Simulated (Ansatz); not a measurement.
# Cs₃ScI₆, space group Fm-3m: a single point from an input typed as a dict

Run with the Ansatz DFT code, driven from Python.

The script, `run_deck.py`:
```python
"""Single point of Cs3ScI6 through the engine session."""

import ansatz as az

deck = {
    "crystal": {
        "lattice": [
            [0.0, 6.471254, 6.471254],
            [6.471254, 0.0, 6.471254],
            [6.471254, 6.471254, 0.0],
        ],
        "atoms": [
            {"symbol": "Cs", "position": [0.75, 0.75, 0.75]},
            {"symbol": "Cs", "position": [0.25, 0.25, 0.25]},
            {"symbol": "Cs", "position": [0.5, 0.5, 0.5]},
            {"symbol": "Sc", "position": [0.0, 0.0, 0.0]},
            {"symbol": "I", "position": [0.777211, 0.222789, 0.222789]},
            {"symbol": "I", "position": [0.222789, 0.222789, 0.777211]},
            {"symbol": "I", "position": [0.222789, 0.777211, 0.777211]},
            {"symbol": "I", "position": [0.222789, 0.777211, 0.222789]},
            {"symbol": "I", "position": [0.777211, 0.222789, 0.777211]},
            {"symbol": "I", "position": [0.777211, 0.777211, 0.222789]},
        ],
    },
    "kpoints": {"mp_grid": {"kspacing": 0.4}},
    "hamiltonian": {"xc": "lda"},
    "scf": {"occupations": {"method": "fixed"}},
    "basis": {"ecutwfc": "16 Ha"},
    "output": {"forces": True, "stress": True, "eigenvalues": True},
}

planned = az.Session.from_dict(deck).plan(threads=1, pin="off")
res = planned.execute()
r = res.report

energy = r["free_energy_ev"]
print("Cs3ScI6: {:.6f} eV = {:.6f} Ry = {:.6f} Ha".format(energy, energy / 13.605693, energy / 27.211386))
print("Fermi level {:.4f} eV, {} k-points, {} symmetry operations".format(r["fermi_energy_ev"], r["n_kpoints"], r["n_symmetry_ops"]))

# forces, one row an atom
print("forces (eV/A)")
for site, force in zip(res.lattice.sites, r["forces_ev_ang"]):
    print(f"  {site.symbol:2s} {force[0]:9.4f} {force[1]:9.4f} {force[2]:9.4f}")

gap = None if "band_edges_ev" not in r else r["band_edges_ev"][1] - r["band_edges_ev"][0]
print("gap on the k mesh:", "withheld (metal, or smearing too wide to tell)" if gap is None else f"{gap:.3f} eV")
print("lowest empty less highest filled band, by band count:", round(r["gap_by_band_count_ev"], 3), "eV")

print("band  energy (eV)  occupation, at k =", r["kpoints_frac"][0])
for band, (e, occ) in enumerate(zip(r["eigenvalues_ev"][0], r["occupations"][0]), start=1):
    print(f"{band:4d} {e:12.4f} {occ:9.4f}")

print("energy terms (eV)")
for term, value in r["components"].items():
    if abs(value) > 1e-9:
        print(f"  {term:26s} {value:16.5f}")

print("doubts on the final state:", r["published_state_doubts"] or "none")
print("warnings:", sorted({n["data"]["kind"] for n in res.notices if n["data"].get("severity") in ("warning", "doubt")}) or "none")
```

Running `python run_deck.py` prints:
```text
Cs3ScI6: -62752.272747 eV = -4612.207019 Ry = -2306.103509 Ha
Fermi level 2.3621 eV, 4 k-points, 48 symmetry operations
forces (eV/A)
  Cs    0.0000   -0.0000    0.0000
  Cs   -0.0000    0.0000   -0.0000
  Cs    0.0000   -0.0000    0.0000
  Sc   -0.0000    0.0000   -0.0000
  I    -0.1944   -0.0000   -0.0000
  I    -0.0000    0.0000   -0.1944
  I     0.1944    0.0000    0.0000
  I     0.0000   -0.1944    0.0000
  I     0.0000    0.1944   -0.0000
  I    -0.0000   -0.0000    0.1944
gap on the k mesh: 2.352 eV
lowest empty less highest filled band, by band count: 2.352 eV
band  energy (eV)  occupation, at k = [0.0, 0.0, 0.0]
   1     -46.5109    2.0000
   2     -40.9231    2.0000
   3     -40.9231    2.0000
   4     -40.9231    2.0000
   5     -40.9228    2.0000
   6     -40.9228    2.0000
   7     -40.9225    2.0000
   8     -40.8997    2.0000
   9     -40.8997    2.0000
  10     -40.8997    2.0000
  11     -40.8994    2.0000
  12     -40.8994    2.0000
  13     -40.8994    2.0000
  14     -40.8992    2.0000
  15     -40.8992    2.0000
  16     -40.8992    2.0000
  17     -40.8988    2.0000
  18     -40.8988    2.0000
  19     -40.8988    2.0000
  20     -40.8503    2.0000
  21     -40.8502    2.0000
  22     -40.8502    2.0000
  23     -40.8502    2.0000
  24     -40.8501    2.0000
  25     -40.8501    2.0000
  26     -40.8499    2.0000
  27     -40.8499    2.0000
  28     -40.8497    2.0000
  29     -40.8497    2.0000
  30     -40.8497    2.0000
  31     -40.8494    2.0000
  32     -25.3792    2.0000
  33     -25.3792    2.0000
  34     -25.3792    2.0000
  35     -18.6616    2.0000
  36     -18.6611    2.0000
  37     -17.9075    2.0000
  38      -8.9846    2.0000
  39      -8.6724    2.0000
  40      -8.6724    2.0000
  41      -8.6724    2.0000
  42      -8.5578    2.0000
  43      -8.5578    2.0000
  44      -5.3655    2.0000
  45      -5.3655    2.0000
  46      -5.3655    2.0000
  47      -5.3550    2.0000
  48      -5.3550    2.0000
  49      -5.3550    2.0000
  50      -4.7601    2.0000
  51      -4.7601    2.0000
  52      -4.7601    2.0000
  53      -0.5380    2.0000
  54       0.6161    2.0000
  55       0.6161    2.0000
  56       0.6161    2.0000
  57       0.6539    2.0000
  58       0.6539    2.0000
  59       0.6539    2.0000
  60       0.8271    2.0000
  61       0.8271    2.0000
  62       1.7610    2.0000
  63       1.7610    2.0000
  64       1.7610    2.0000
  65       2.0718    2.0000
  66       2.0718    2.0000
  67       2.0718    2.0000
  68       2.3621    2.0000
  69       2.3621    2.0000
  70       2.3621    2.0000
  71       4.7449    0.0000
  72       4.7449    0.0000
  73       4.7449    0.0000
  74       5.5574    0.0000
  75       5.9636    0.0000
  76       5.9636    0.0000
  77       6.5514    0.0000
  78       6.8876    0.0000
  79       6.8876    0.0000
  80       7.2945    0.0000
  81       7.2945    0.0000
energy terms (eV)
  e_band                          -2961.03538
  e_kinetic                        1823.80425
  e_local                        -17855.98733
  e_nonlocal                       -330.93329
  e_hartree                        8694.51547
  e_xc                            -1384.22721
  e_vxc                           -1279.00315
  e_paw                          -43579.92585
  e_vpaw                          -2707.95027
  e_augmentation_tail                 0.00010
  e_ewald                        -10125.32276
  e_core_change                       5.80388
doubts on the final state: none
warnings: none
```

Absolute energies stand on the zero of these potentials, so only differences at equal settings mean something. A total without «per atom» is that of the cell as typed. Spin is left out of this run. Along an axis with an odd division the mesh misses the point at one half; a gap read on a finite mesh is an upper bound on this functional's gap. Semilocal gaps usually lie well under measured ones. The energy terms are those on the plane-wave grid, with the one-centre PAW part apart; e_band, e_vxc and e_vpaw aren't summands of the total. The computed bands are complete only to about 4.9 eV above the Fermi level. Under fixed occupations the level called the Fermi level is the highest filled one on the SCF mesh; off the mesh a filled band can lie a little above it. Only differences from the Fermi energy are physical; the zero of the scale is a convention. The structure comes from a database of computed cells and needn't be a stable or known phase. Levels are Kohn-Sham eigenvalues on this mesh, without spin-orbit coupling. Hardware and time: 11 s on 1 thread of Arm Neoverse V2, with other jobs on the host, peak memory 0.8 GiB.

(Lines on the test bed's own set-up are left out of the output.)
